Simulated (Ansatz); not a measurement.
# H5SSn: the cost of one run

Method: UKS PBE0-D4/def2-SVP; program: Ansatz 0.2.0.

### Step 1. Reference run: SnH5S radical, relaxed

Input file input.yaml:

```yaml
crystal:
  periodic: [false, false, false]
  atoms:
    - { symbol: H, position_ang: [-0.352861, -0.813087, -0.487387] }
    - { symbol: Sn, position_ang: [-0.566565, 0.18477, 1.516729] }
    - { symbol: S, position_ang: [1.071832, -0.329492, -1.464226] }
    - { symbol: H, position_ang: [-1.111888, -0.993788, 0.167446] }
    - { symbol: H, position_ang: [-0.47315, 1.650837, 0.546344] }
    - { symbol: H, position_ang: [1.080939, -0.3878, 1.737558] }
    - { symbol: H, position_ang: [0.351694, 0.68856, -2.016464] }
magnetization:
  spin_polarized: true
  initial_magnetization: 1
basis:
  gaussian: { orbitals: def2-SVP }
hamiltonian:
  xc: pbe0
  dispersion: d4
output:
  forces: true
relax:
  f_tol: 0.02
  max_steps: 120
  constraints: [{ distance: [0, 2] }, { distance: [0, 1] }]
  escape_saddle: false
```

Command:

```sh
ansatz run input.yaml --threads 1 --pin off --max-ram 2560MiB --backend cpu --events-out ev --progress --plain --runs-dir out
```

**Question.** How long does this run take on 1 thread of Arm Neoverse V2, shared host, and how much memory does it need?

About 16 s, with a peak of 0.18 GiB.
